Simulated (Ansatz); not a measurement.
Consider vertical spin-state energies of C2H3AlOS, SMILES [OH][AlH][C]#CS (Ansatz 0.2.0, Python API).

Script `spin_c2h3alos.py`:
```python
# -*- coding: utf-8 -*-
"""Vertical spin-state energies of C2H3AlOS."""

import ansatz as az


def main():
    c2h3alos = (
        az.Crystal.molecule()
        .atom("O", [-0.2137, 2.6463, -0.0525])
        .atom("Al", [0.7757, 1.2595, -0.554])
        .atom("C", [0.2881, -0.5211, 0.0385])
        .atom("C", [0.1094, -1.6205, 0.4251])
        .atom("S", [-0.381, -3.2597, 0.9617])
        .atom("H", [-0.9459, 2.7702, -0.7792])
        .atom("H", [2.0839, 1.4886, -1.4804])
        .atom("H", [-1.6243, -2.8205, 1.3852])
    )

    calculation = (
        c2h3alos.calculation()
        .basis(gaussian="def2-SVP")
        .functional("cam_b3lyp")
    )
    found = {}
    for unpaired in [0, 2]:
        r = calculation.spin("collinear", total=unpaired).run().report
        s = unpaired / 2
        found[unpaired] = r["free_energy_ev"]
        print(f"2S+1 = {unpaired + 1}: E = {found[unpaired]:.5f} eV, <S^2> = {abs(r['mean_field']['state']['spin_squared']):.3f} (pure state {s * (s + 1):.2f})")
    lowest = min(found, key=found.get)
    for unpaired, e in found.items():
        print(f"multiplicity {unpaired + 1}: {96.485332 * (e - found[lowest]):.1f} kJ/mol above the lowest")


if __name__ == "__main__":
    main()
```

Which spin state is lowest at this geometry, and how far above lie the others?

In order: multiplicity 1 (+0.00 eV) and multiplicity 3 (+4.60 eV), all at the one geometry.

What the script printed:

Running `python spin_c2h3alos.py` prints:
```text
2S+1 = 1: E = -21590.96833 eV, <S^2> = 0.000 (pure state 0.00)
2S+1 = 3: E = -21586.37032 eV, <S^2> = 2.006 (pure state 2.00)
multiplicity 1: 0.0 kJ/mol above the lowest
multiplicity 3: 443.6 kJ/mol above the lowest
```

Total energies depend on the basis set; only differences at equal settings carry meaning. The geometry is a force-field or estimated start, not a minimum of this method, and the basis set is short of its limit. All parts are taken at fixed geometry, without zero-point energy. The whole script took 22 s on 1 thread of Arm Neoverse V2, on a shared host, peak memory 0.34 GiB.
